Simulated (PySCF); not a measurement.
# CH2GeN (SMILES N#[C][GeH2]) at 4 levels

Wanted: a comparison of 4 runs (UMP2/STO-3G, UMP2/def2-SVP, UMP2/def2-TZVP, UMP2/def2-TZVPP) of CH2GeN. Input form: a Python script.

Program for the calculation: PySCF 2.14.0.

### Step 1. The molecule

CH2GeN has 5 atoms, charge 0, and is taken as a doublet. As SMILES, `N#[C][GeH2]`. The coordinates come from a PBE0-D4/def2-TZVP relaxation.

Bond lengths: N1–C2 1.154 Å, C2–Ge3 1.912 Å, Ge3–H4 1.534 Å, Ge3–H5 1.534 Å. Angles: N1–C2–Ge3 175.5°, C2–Ge3–H4 108.2°, C2–Ge3–H5 108.2°, H4–Ge3–H5 114.7°.

### Step 2. A single-point energy at UMP2/STO-3G (run 1)

Input file geometry.xyz:

```xyz
5
CH2GeN
N      1.590700    -1.029300     1.293200
C      0.838400    -0.535900     0.570400
Ge    -0.315900     0.241400    -0.740100
H     -1.658900    -0.498000    -0.695900
H     -0.404300     1.748400    -0.468900
```

Input file job.py:

```python
from pyscf import gto, scf, mp

system = gto.M(
    atom='geometry.xyz',
    verbose=4,
    basis='sto-3g',
    max_memory=1860,
    spin=1,
    charge=0,
)

mf = scf.UHF(system)
mf.conv_tol = 1e-10
mf.kernel()
if not mf.converged:
    mf = mf.newton().run(mf.mo_coeff, mf.mo_occ)

pt = mp.MP2(mf, frozen=11).run()
etot = pt.e_tot
print('E = %.10f Eh' % etot)
```

Command:

```sh
$ OMP_NUM_THREADS=1 python job.py
```

What it wrote:

```text
PySCF version 2.14.0

[... 121 lines left out ...]
converged SCF energy = -2144.0205923864  <S^2> = 0.89514995  2S+1 = 2.1402336
[... 1 line left out ...]
******** <class 'pyscf.mp.ump2.UMP2'> ********
nocc = (np.int64(13), np.int64(12)), nmo = (19, 19)
frozen orbitals 11
E(UMP2) = -2144.1822349374  E_corr = -0.161642550993455
E(SCS-UMP2) = -2144.1838573488  E_corr = -0.163264962400464
E_corr(same-spin) = -0.0354301139904017
E_corr(oppo-spin) = -0.126212437003053
E = -2144.1822349374 Eh
```

Wall time 0.8 s (1 thread of Arm Neoverse V2, shared host); peak memory 0.12 GiB.

### Step 3. The energy at UMP2/def2-SVP (run 2)

Input file input.py:

```python
from pyscf import gto, mp

molecule = gto.M(
    atom='''
N      1.590700    -1.029300     1.293200
C      0.838400    -0.535900     0.570400
Ge    -0.315900     0.241400    -0.740100
H     -1.658900    -0.498000    -0.695900
H     -0.404300     1.748400    -0.468900
''',
    basis='def2-svp',
    verbose=4,
    max_memory=1860,
    spin=1,
)

mf = molecule.UHF()
mf.conv_tol = 1e-10
mf.kernel()
if not mf.converged:
    mf = mf.newton().run(mf.mo_coeff, mf.mo_occ)

pt = mp.MP2(mf, frozen=11).run()
energy = pt.e_tot
print('Final energy', energy)
```

Command:

```sh
$ OMP_NUM_THREADS=1 python input.py
```

What it wrote:

```text
PySCF version 2.14.0

[... 117 lines left out ...]
converged SCF energy = -2168.46944502783  <S^2> = 0.80526871  2S+1 = 2.0545255
[... 1 line left out ...]
******** <class 'pyscf.mp.ump2.UMP2'> ********
nocc = (np.int64(13), np.int64(12)), nmo = (59, 59)
frozen orbitals 11
E(UMP2) = -2168.95423214069  E_corr = -0.48478711285658
E(SCS-UMP2) = -2168.93311286038  E_corr = -0.463667832549762
E_corr(same-spin) = -0.13624234947477
E_corr(oppo-spin) = -0.34854476338181
Final energy -2168.9542321406852
```

Run time: 1.9 s. Hardware: 1 thread of Arm Neoverse V2, shared host; peak memory 0.15 GiB.

Run 3 isn't shown in full; the table further down has it.

### Step 4. The energy at UMP2/def2-TZVPP (run 4)

Input file job.py:

```python
from pyscf import gto, scf, mp

system = gto.Mole()
system.atom = '''
N      3.005987    -1.945095     2.443794
C      1.584346    -1.012704     1.077900
Ge    -0.596964     0.456180    -1.398586
H     -3.134867    -0.941084    -1.315060
H     -0.764016     3.303997    -0.886093
'''
system.max_memory = 1860
system.unit = 'bohr'
system.spin = 1
system.basis = 'def2-tzvpp'
system.verbose = 3
system.build()

calc0 = scf.UHF(system)
calc0.conv_tol = 1e-10
calc0.kernel()
if not calc0.converged:
    calc0 = calc0.newton().run(calc0.mo_coeff, calc0.mo_occ)

pt = mp.MP2(calc0, frozen=11).run()
energy = pt.e_tot
print('E = %.10f Eh' % energy)
```

Command:

```sh
$ OMP_NUM_THREADS=1 python job.py
```

What it wrote:

```text
converged SCF energy = -2168.84514203032  <S^2> = 0.80248718  2S+1 = 2.051816
E(UMP2) = -2169.40999936089  E_corr = -0.564857330565148
E(SCS-UMP2) = -2169.39074217914  E_corr = -0.545600148818167
E = -2169.4099993609 Eh
```

Wall time 16 s (1 thread of Arm Neoverse V2, shared host); peak memory 0.6 GiB.

### Step 5. All runs side by side

```
run            level   energy (Eh)  dipole moment (D) of the reference  HOMO energy (eV)  LUMO energy (eV)  wall time
  1      UMP2/STO-3G  -2144.182235                                3.65             -7.70              4.11      0.8 s
  2    UMP2/def2-SVP  -2168.954232                                3.86             -9.94              0.13      1.9 s
  3   UMP2/def2-TZVP  -2169.403227                                3.96            -10.00              0.09       10 s
  4  UMP2/def2-TZVPP  -2169.409999                                3.96            -10.00              0.10       16 s
```

Convergence of the HOMO energy (Hartree–Fock orbitals) (highest over α and β) of doublet CH2GeN with the basis set, against the last point:

```
 basis set  from the last (eV)  wall time
    STO-3G             +2.2972      0.8 s
  def2-SVP             +0.0565      1.9 s
 def2-TZVP             +0.0013       10 s
def2-TZVPP             +0.0000       16 s
```

Convergence of the total energy of doublet CH2GeN with the basis set, against the last point:

```
 basis set  from the last (mEh)  wall time
    STO-3G           +25227.764      0.8 s
  def2-SVP             +455.767      1.9 s
 def2-TZVP               +6.772       10 s
def2-TZVPP               +0.000       16 s
```

### Step 6. Results

| quantity | value |
| --- | --- |
| run 4: total energy | -2169.41000 Eh |
| run 4: dipole moment (Hartree–Fock density) | 3.96 D |
| run 4: HOMO energy (Hartree–Fock orbitals) (highest over α and β) | -10.00 eV |
| run 4: LUMO energy (Hartree–Fock orbitals) (lowest over α and β) | 0.10 eV |
| run 4: correlation energy (11 core orbitals frozen) | -564.9 mEh |
| run 4: ⟨S²⟩ of the reference determinant | 0.802 |

For the HOMO energy (Hartree–Fock orbitals) (highest over α and β) of doublet CH2GeN to stay within 0.1 eV of the last point, def2-SVP is the first point of the series from which all later ones do (1.9 s against 16 s). In run 1 the basis is minimal, so the values are rough. Spin contamination of the reference: run 1 ⟨S²⟩ = 0.90. All runs together took 29 s, the longest 16 s.
